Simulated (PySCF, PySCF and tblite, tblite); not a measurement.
# C7H7NO: conformers and averaged spectra

Which conformers does C7H7NO (`CC(=O)c1ccccn1`) populate, and what do their averaged NMR parameters look like?

Programs: PySCF 2.14.0 with density-fitted response routines of our own, and tblite 0.8.0. All values are computed, except where a source is named. Atoms count from 0 throughout.

## (1) The molecule as given

16 atoms, charge 0, multiplicity 1; geometry from: MMFF94s geometry.

Bonds of the start (Å): C0–C1 1.50, C0–H10 1.08, C0–H11 1.10, C0–H9 1.09, C1–C3 1.49, C1–O2 1.25, C3–C4 1.40, C3–N8 1.34, C4–C5 1.40, C4–H12 1.08, C5–C6 1.39, C5–H13 1.08, C6–C7 1.39, C6–H14 1.09, C7–H15 1.08, C7–N8 1.35.

## (2) GFN2-xTB relaxation, conformer 1

Job settings and geometry (Å):

```
{"job": {"xc": "GFN2-xTB", "basis": "xTB", "kind": "relax"}, "charge": 0, "multiplicity": 1}
C      2.533500     0.908300    -0.217200
C      1.716900    -0.245700     0.296700
O      2.263000    -1.213700     0.865300
C      0.242400    -0.190300     0.117900
C     -0.545500    -1.247000     0.598800
C     -1.926800    -1.167400     0.405600
C     -2.460900    -0.050700    -0.231700
C     -1.592900     0.947100    -0.654100
N     -0.253600     0.895600    -0.496100
H      2.388400     1.004000    -1.293000
H      3.583100     0.733600    -0.016700
H      2.224900     1.830100     0.292400
H     -0.102200    -2.101300     1.094700
H     -2.563000    -1.968300     0.756400
H     -3.534500     0.044200    -0.382900
H     -1.980300     1.830400    -1.147600
```

The run is started by

```bash
OMP_NUM_THREADS=1 python ens_run.py task.json out
```

The driver reads the study from task.json and runs its stages one after another.

Standard output:

```text
step      E/eV     max force
  0    -694.27706    2.508
  1    -694.31687    2.912
  2    -694.36825    0.395
  3    -694.37459    0.208
  4    -694.38074    0.161
  5    -694.38251    0.126
  6    -694.38500    0.112
  7    -694.38631    0.087
  8    -694.38723    0.087
  9    -694.38794    0.067
 10    -694.38881    0.075
 11    -694.38971    0.090
 12    -694.39045    0.063
 13    -694.39094    0.060
 14    -694.39132    0.063
 15    -694.39172    0.062
 16    -694.39213    0.067
 17    -694.39251    0.048
 18    -694.39282    0.045
 19    -694.39309    0.043
 20    -694.39338    0.047
 21    -694.39367    0.048
 22    -694.39393    0.049
 23    -694.39413    0.040
 24    -694.39430    0.036
 25    -694.39430    0.036
 26    -694.39437    0.031
 27    -694.39450    0.041
 28    -694.39454    0.029
 29    -694.39458    0.029
 30    -694.39463    0.012
 31    -694.39464    0.011
 32    -694.39467    0.017
 33    -694.39469    0.012
 34    -694.39469    0.007
 35    -694.39470    0.007
 36    -694.39471    0.007
 37    -694.39472    0.008
 38    -694.39472    0.007
 39    -694.39473    0.008
 40    -694.39473    0.007
 41    -694.39474    0.005
 42    -694.39474    0.006
 43    -694.39475    0.005
 44    -694.39475    0.005
 45    -694.39475    0.004
```

Wall time 0.34 s (1 thread of Intel Xeon 6975P-C, shared host).

Gain 0.118 eV; displacement 0.05 Å root mean square.

## (3) Shieldings, conformer 1: PBE0/pcSseg-1 in chloroform

Job settings and geometry (Å):

```
{"job": {"xc": "PBE0", "basis": "pcSseg-1", "solvent": "chloroform", "kind": "nmr", "pop": true}, "charge": 0, "multiplicity": 1}
C      2.494480     0.904124    -0.216119
C      1.735803    -0.273686     0.319742
O      2.259430    -1.217575     0.865334
C      0.254141    -0.207907     0.133837
C     -0.550196    -1.249175     0.593916
C     -1.919466    -1.161944     0.407714
C     -2.432611    -0.042383    -0.227502
C     -1.545155     0.941505    -0.648194
N     -0.241532     0.866132    -0.475871
H      2.294896     1.004704    -1.280012
H      3.559169     0.776877    -0.041548
H      2.137425     1.810007     0.267368
H     -0.089328    -2.094178     1.081349
H     -2.573358    -1.950634     0.750991
H     -3.492915     0.068896    -0.393843
H     -1.898380     1.834182    -1.148571
```

Standard output:

```text
coarse grid: 14096 points
cycle   1  E = -400.2469703513  dE =  1.653e+00  |g| = 7.765e-01  |ddm| = 3.891e+00
cycle   2  E = -399.9581465108  dE =  2.888e-01  |g| = 1.463e+00  |ddm| = 2.684e+00
cycle   3  E = -400.3628325610  dE = -4.047e-01  |g| = 1.478e-01  |ddm| = 2.020e+00
cycle   4  E = -400.3673610404  dE = -4.528e-03  |g| = 5.896e-02  |ddm| = 1.788e-01
cycle   5  E = -400.3680188445  dE = -6.578e-04  |g| = 2.266e-02  |ddm| = 5.885e-02
cycle   6  E = -400.3681254287  dE = -1.066e-04  |g| = 5.267e-03  |ddm| = 2.091e-02
cycle   7  E = -400.3681313470  dE = -5.918e-06  |g| = 1.707e-03  |ddm| = 6.034e-03
final grid: 138264 points
cycle   8  E = -400.4300039853  dE = -2.219e-05  |g| = 1.248e-02  |ddm| = 4.245e-02
cycle   9  E = -400.4299407649  dE =  6.322e-05  |g| = 2.233e-02  |ddm| = 3.210e-02
cycle  10  E = -400.4300351171  dE = -9.435e-05  |g| = 2.313e-03  |ddm| = 2.231e-02
cycle  11  E = -400.4300362269  dE = -1.110e-06  |g| = 3.508e-04  |ddm| = 2.014e-03
cycle  12  E = -400.4300362529  dE = -2.605e-08  |g| = 1.638e-04  |ddm| = 4.716e-04
cycle  13  E = -400.4300362597  dE = -6.797e-09  |g| = 4.470e-05  |ddm| = 1.828e-04
cycle  14  E = -400.4300362601  dE = -4.014e-10  |g| = 1.490e-05  |ddm| = 4.768e-05
converged SCF energy = -400.4300362601

GIAO shielding tensors (ppm)
atom      isotropic    diamagn.    paramagn.     s11        s22        s33       span
  0 C      156.811     250.683     -93.872    137.586    148.747    184.099     46.512
  1 C      -21.851     247.016    -268.867   -112.035    -45.770     92.251    204.286
  2 O     -277.835     401.664    -679.499   -818.500   -375.925    360.919   1179.419
  3 C       30.012     259.169    -229.157    -71.694     20.946    140.783    212.477
  4 C       58.688     254.465    -195.778    -51.102     36.100    191.065    242.168
  5 C       42.419     252.430    -210.011    -72.436     16.666    183.027    255.463
  6 C       52.289     257.862    -205.572    -62.547     39.627    179.787    242.334
  7 C       31.967     250.120    -218.152    -75.042     22.988    147.955    222.997
  8 N      -80.612     333.978    -414.589   -384.486   -153.105    295.757    680.243
  9 H       28.318      29.409      -1.092     24.135     28.834     31.985      7.850
 10 H       29.534      27.079       2.456     25.794     28.318     34.491      8.697
 11 H       28.318      29.406      -1.088     24.137     28.828     31.988      7.851
 12 H       23.182      33.009      -9.828     18.963     22.951     27.630      8.667
 13 H       23.282      29.923      -6.641     19.933     23.315     26.597      6.664
 14 H       23.805      29.948      -6.143     21.243     23.179     26.994      5.751
 15 H       22.631      30.200      -7.569     18.300     23.117     26.475      8.175
```

It took 28 s on 1 thread of Intel Xeon 6975P-C, shared host; peak memory 0.97 GiB.

In short: HOMO -7.34 eV, LUMO -1.93 eV; dipole 4.07 D.

## (4) Averages: properties at PBE0/pcSseg-1 in chloroform

Job settings and geometry (Å):

```
{"job": {"study": "conf", "smiles": "CC(=O)c1ccccn1", "search": {"seed": 569, "n_embed": 60, "ff_keep": 14, "window": 4.0, "nmax": 10, "temps": [200, 298.15, 450, 500, 800], "t_ref": 298.15, "order": 0.0005, "w0": 50.0}, "level": {"nmr": {"xc": "PBE0", "basis": "pcSseg-1", "solvent": "chloroform"}}, "kind": "conf"}, "charge": 0, "multiplicity": 1}
C      2.494480     0.904124    -0.216119
C      1.735803    -0.273686     0.319742
O      2.259430    -1.217575     0.865334
C      0.254141    -0.207907     0.133837
C     -0.550196    -1.249175     0.593916
C     -1.919466    -1.161944     0.407714
C     -2.432611    -0.042383    -0.227502
C     -1.545155     0.941505    -0.648194
N     -0.241532     0.866132    -0.475871
H      2.294896     1.004704    -1.280012
H      3.559169     0.776877    -0.041548
H      2.137425     1.810007     0.267368
H     -0.089328    -2.094178     1.081349
H     -2.573358    -1.950634     0.750991
H     -3.492915     0.068896    -0.393843
H     -1.898380     1.834182    -1.148571
```

Standard output:

```text
conformer  sym    E(xTB)   E(DFT)   G(298.15 K)  weight  dipole/D
    1     Cs      0.000    0.000    0.000   1.0000    4.072

mean shielding (ppm) by class
class atoms           200 K   298.15 K      450 K      500 K      800 K
  0 C  0            156.811    156.811    156.811    156.811    156.811
  1 C  1            -21.851    -21.851    -21.851    -21.851    -21.851
  2 O  2           -277.835   -277.835   -277.835   -277.835   -277.835
  3 C  3             30.012     30.012     30.012     30.012     30.012
  4 C  4             58.688     58.688     58.688     58.688     58.688
  5 C  5             42.419     42.419     42.419     42.419     42.419
  6 C  6             52.289     52.289     52.289     52.289     52.289
  7 C  7             31.967     31.967     31.967     31.967     31.967
  8 N  8            -80.612    -80.612    -80.612    -80.612    -80.612
  9 H  9,10,11       28.723     28.723     28.723     28.723     28.723
 10 H  12            23.181     23.181     23.181     23.181     23.181
 11 H  13            23.282     23.282     23.282     23.282     23.282
 12 H  14            23.805     23.805     23.805     23.805     23.805
 13 H  15            22.631     22.631     22.631     22.631     22.631
```

Wall time 30 s (1 thread of Intel Xeon 6975P-C, shared host). This counts the runs that the step sums up.

The search (ETKDG and KDG, MMFF94s, GFN2-xTB) embedded 60 structures, kept 2 distinct ones after the force field and 1 after xTB; 1 was carried on (window 4.0 kcal/mol at the search's own energies). Energies: PBE0/pcSseg-1 in chloroform with D3(BJ).

Conformer by conformer (298 K):

```
no.  group  mirror pair  ΔE xTB  ΔE DFT    ΔG  weight (%)  μ (D)  O2–C1–C3–N8 (°)     A, B, C (GHz)
  1     Cs           no    0.00    0.00  0.00       100.0   4.07              180  3.78, 1.29, 0.97
```

Energies in kcal/mol. ΔG holds xTB vibrations and rotation, symmetry numbers and mirror pairs.

Shifts against references run at the same level (17O H2O 342.2, 15N NH3 269.8, 1H TMS 31.70, 13C TMS 187.6 ppm of shielding), by class of atoms, at 298 K:

```
       atoms                                          environment  average
          C1                               ketone carbonyl carbon    209.4
          C3  substituted aromatic carbon next to a ring nitrogen    157.6
          C7                  aromatic CH next to a ring nitrogen    155.6
          C5                                          aromatic CH    145.2
          C6                                          aromatic CH    135.3
          C4                                          aromatic CH    128.9
          C0                        methyl carbon α to a carbonyl     30.8
         H15   hydrogen on an aromatic CH next to a ring nitrogen     9.07
         H12                           hydrogen on an aromatic CH     8.52
         H13                           hydrogen on an aromatic CH     8.42
         H14                           hydrogen on an aromatic CH     7.89
H9, H10, H11          hydrogen on a methyl carbon α to a carbonyl     2.98
          O2                                        ketone oxygen    620.1
          N8                          pyridine-type ring nitrogen    350.5
```

Effective distances for nuclear Overhauser effects, ⟨r⁻⁶⟩^(−1/6) over all pairs of two classes (Å): H13···H14 2.50; H14···H15 2.50; H12···H13 2.51.

## (5) Shieldings, conformer 1: BP86/pcSseg-1 in acetonitrile

Changed since step 3:

```diff
@@ -1,2 +1,2 @@
-{"job": {"xc": "PBE0", "basis": "pcSseg-1", "solvent": "chloroform", "kind": "nmr", "pop": true}, "charge": 0, "multiplicity": 1}
+{"job": {"xc": "BP86", "basis": "pcSseg-1", "solvent": "acetonitrile", "kind": "nmr", "pop": false}, "charge": 0, "multiplicity": 1}
 C      2.494480     0.904124    -0.216119
```

Standard output:

```text
coarse grid: 14096 points
cycle   1  E = -400.6563549194  dE =  1.351e+00  |g| = 8.944e-01  |ddm| = 3.964e+00
cycle   2  E = -399.9856892724  dE =  6.707e-01  |g| = 1.994e+00  |ddm| = 4.201e+00
cycle   3  E = -400.7870315982  dE = -8.013e-01  |g| = 3.599e-01  |ddm| = 3.544e+00
cycle   4  E = -400.8158343117  dE = -2.880e-02  |g| = 9.213e-02  |ddm| = 4.065e-01
cycle   5  E = -400.8170296968  dE = -1.195e-03  |g| = 5.656e-02  |ddm| = 1.006e-01
cycle   6  E = -400.8176999288  dE = -6.702e-04  |g| = 1.493e-02  |ddm| = 5.434e-02
cycle   7  E = -400.8177428981  dE = -4.297e-05  |g| = 5.367e-03  |ddm| = 1.785e-02
cycle   8  E = -400.8177488378  dE = -5.940e-06  |g| = 1.465e-03  |ddm| = 6.232e-03
final grid: 138264 points
cycle   9  E = -400.9037113038  dE = -4.310e-05  |g| = 9.901e-03  |ddm| = 5.787e-02
cycle  10  E = -400.9036043195  dE =  1.070e-04  |g| = 2.490e-02  |ddm| = 3.282e-02
cycle  11  E = -400.9037299309  dE = -1.256e-04  |g| = 2.950e-03  |ddm| = 2.574e-02
cycle  12  E = -400.9037318376  dE = -1.907e-06  |g| = 4.592e-04  |ddm| = 2.635e-03
cycle  13  E = -400.9037318678  dE = -3.021e-08  |g| = 3.182e-04  |ddm| = 6.980e-04
cycle  14  E = -400.9037318918  dE = -2.405e-08  |g| = 5.937e-05  |ddm| = 3.103e-04
cycle  15  E = -400.9037318926  dE = -7.886e-10  |g| = 1.597e-05  |ddm| = 7.503e-05
converged SCF energy = -400.9037318926

GIAO shielding tensors (ppm)
atom      isotropic    diamagn.    paramagn.     s11        s22        s33       span
  0 C      151.486     251.329     -99.843    131.821    143.234    179.402     47.580
  1 C      -25.358     247.649    -273.006   -107.691    -52.592     84.210    191.901
  2 O     -261.936     402.516    -664.452   -788.845   -346.803    349.840   1138.685
  3 C       28.275     259.905    -231.629    -67.378     18.316    133.888    201.266
  4 C       56.878     254.428    -197.550    -49.223     33.850    186.007    235.230
  5 C       40.069     251.863    -211.794    -70.812     13.726    177.293    248.105
  6 C       48.831     257.260    -208.429    -62.187     34.317    174.363    236.550
  7 C       29.194     250.908    -221.714    -72.813     19.864    140.530    213.343
  8 N      -74.015     334.540    -408.555   -366.286   -143.402    287.643    653.928
  9 H       28.217      29.742      -1.525     24.143     28.873     31.637      7.494
 10 H       29.660      27.002       2.658     26.345     28.454     34.181      7.836
 11 H       28.217      29.738      -1.521     24.145     28.866     31.640      7.496
 12 H       23.351      33.281      -9.929     19.381     23.011     27.661      8.280
 13 H       23.341      29.867      -6.526     20.191     23.209     26.623      6.432
 14 H       23.847      29.893      -6.046     21.542     23.030     26.969      5.426
 15 H       22.679      30.265      -7.586     18.450     23.114     26.474      8.024
```

It took 22 s on 1 thread of Intel Xeon 6975P-C, shared host; peak memory 0.85 GiB.

In short: HOMO -5.90 eV, LUMO -2.93 eV; dipole 4.30 D.

## (6) Single-point energy, conformer 1: BHandHLYP/pcseg-1 in acetonitrile

Changed since step 5:

```diff
@@ -1,2 +1,2 @@
-{"job": {"xc": "BP86", "basis": "pcSseg-1", "solvent": "acetonitrile", "kind": "nmr", "pop": false}, "charge": 0, "multiplicity": 1}
+{"job": {"xc": "BHandHLYP", "basis": "pcseg-1", "solvent": "acetonitrile", "kind": "sp"}, "charge": 0, "multiplicity": 1}
 C      2.494480     0.904124    -0.216119
```

Standard output:

```text
coarse grid: 14096 points
cycle   1  E = -400.4507908326  dE =  1.974e+00  |g| = 7.297e-01  |ddm| = 4.359e+00
cycle   2  E = -400.3756406882  dE =  7.515e-02  |g| = 1.021e+00  |ddm| = 1.954e+00
cycle   3  E = -400.5681767942  dE = -1.925e-01  |g| = 6.885e-02  |ddm| = 1.236e+00
cycle   4  E = -400.5690368275  dE = -8.600e-04  |g| = 4.546e-02  |ddm| = 1.126e-01
cycle   5  E = -400.5695134175  dE = -4.766e-04  |g| = 9.869e-03  |ddm| = 5.012e-02
cycle   6  E = -400.5695340717  dE = -2.065e-05  |g| = 3.476e-03  |ddm| = 1.325e-02
cycle   7  E = -400.5695375822  dE = -3.511e-06  |g| = 1.087e-03  |ddm| = 5.938e-03
final grid: 138264 points
cycle   8  E = -400.6234122692  dE = -1.722e-05  |g| = 3.112e-03  |ddm| = 2.042e-02
cycle   9  E = -400.6234125527  dE = -2.835e-07  |g| = 3.251e-03  |ddm| = 6.012e-03
cycle  10  E = -400.6234147872  dE = -2.235e-06  |g| = 5.452e-04  |ddm| = 3.450e-03
cycle  11  E = -400.6234148451  dE = -5.789e-08  |g| = 1.618e-04  |ddm| = 5.786e-04
cycle  12  E = -400.6234148509  dE = -5.814e-09  |g| = 5.791e-05  |ddm| = 2.894e-04
cycle  13  E = -400.6234148519  dE = -9.657e-10  |g| = 1.504e-05  |ddm| = 8.959e-05
converged SCF energy = -400.6234148519
```

Wall time 10 s (1 thread of Intel Xeon 6975P-C, shared host); peak memory 0.76 GiB.

Key values: HOMO -8.68 eV, LUMO -0.89 eV; dipole 4.54 D.

## (7) Boltzmann average: properties at BP86/pcSseg-1 in acetonitrile

Changed since step 4:

```diff
@@ -1,2 +1,2 @@
-{"job": {"study": "conf", "smiles": "CC(=O)c1ccccn1", "search": {"seed": 569, "n_embed": 60, "ff_keep": 14, "window": 4.0, "nmax": 10, "temps": [200, 298.15, 450, 500, 800], "t_ref": 298.15, "order": 0.0005, "w0": 50.0}, "level": {"nmr": {"xc": "PBE0", "basis": "pcSseg-1", "solvent": "chloroform"}}, "kind": "conf"}, "charge": 0, "multiplicity": 1}
+{"job": {"study": "conf", "smiles": "CC(=O)c1ccccn1", "search": {"seed": 569, "n_embed": 60, "ff_keep": 14, "window": 4.0, "nmax": 10, "temps": [200, 298.15, 450, 500, 800], "t_ref": 298.15, "order": 0.0005, "w0": 50.0}, "level": {"nmr": {"xc": "BP86", "basis": "pcSseg-1", "solvent": "acetonitrile"}, "sp": {"xc": "BHandHLYP", "basis": "pcseg-1", "solvent": "acetonitrile"}, "change": "BP86/pcSseg-1; solvent acetonitrile; energies BHandHLYP/pcseg-1", "top": 4}, "kind": "conf"}, "charge": 0, "multiplicity": 1}
 C      2.494480     0.904124    -0.216119
```

Standard output:

```text
conformer  sym    E(xTB)   E(DFT)   G(298.15 K)  weight  dipole/D
    1     Cs      0.000    0.000    0.000   1.0000    4.535

mean shielding (ppm) by class
class atoms           200 K   298.15 K      450 K      500 K      800 K
  0 C  0            151.486    151.486    151.486    151.486    151.486
  1 C  1            -25.358    -25.358    -25.358    -25.358    -25.358
  2 O  2           -261.936   -261.936   -261.936   -261.936   -261.936
  3 C  3             28.275     28.275     28.275     28.275     28.275
  4 C  4             56.878     56.878     56.878     56.878     56.878
  5 C  5             40.069     40.069     40.069     40.069     40.069
  6 C  6             48.831     48.831     48.831     48.831     48.831
  7 C  7             29.194     29.194     29.194     29.194     29.194
  8 N  8            -74.015    -74.015    -74.015    -74.015    -74.015
  9 H  9,10,11       28.698     28.698     28.698     28.698     28.698
 10 H  12            23.351     23.351     23.351     23.351     23.351
 11 H  13            23.341     23.341     23.341     23.341     23.341
 12 H  14            23.847     23.847     23.847     23.847     23.847
 13 H  15            22.679     22.679     22.679     22.679     22.679
```

Run time: 33 s. Hardware: 1 thread of Intel Xeon 6975P-C, shared host. This counts the runs that the step sums up.

Against the first level, at 298 K (shieldings, ppm; largest changes first):

```
atoms  PBE0/pcSseg-1 in chloroform  BP86/pcSseg-1 in acetonitrile  change
   O2                       -277.8                         -261.9   +15.9
   N8                        -80.6                          -74.0    +6.6
   C0                        156.8                          151.5    -5.3
   C1                        -21.9                          -25.4    -3.5
   C6                         52.3                           48.8    -3.5
   C7                         32.0                           29.2    -2.8
   C5                         42.4                           40.1    -2.3
   C4                         58.7                           56.9    -1.8
   C3                         30.0                           28.3    -1.7
  H12                        23.18                          23.35   +0.17
```

Weights: from PBE0/pcSseg-1 in chloroform energies 1: 100 %; from BHandHLYP/pcseg-1 in acetonitrile energies 1: 100 % (with a dispersion term where the level has one and the same thermal terms, so they don't follow from the SCF energies alone). Times: 30 s and 33 s.

## (8) Results

```
                                         quantity                                                 value
                                       conformers  1; the first in weight is no. 1 (Cs), 100 % at 298 K
                          root-mean-square dipole                                                4.07 D
averaged 13C shifts (PBE0/pcSseg-1 in chloroform)    209.4, 157.6, 155.6, 145.2, 135.3, 128.9, 30.8 ppm
 averaged 1H shifts (PBE0/pcSseg-1 in chloroform)                      9.07, 8.52, 8.42, 7.89, 2.98 ppm
```

**Reading.** The search found one conformer in the window, so the averages are its own values. Between PBE0/pcSseg-1 in chloroform and BP86/pcSseg-1 in acetonitrile, O2 changes most, by 15.9 ppm of raw shielding.
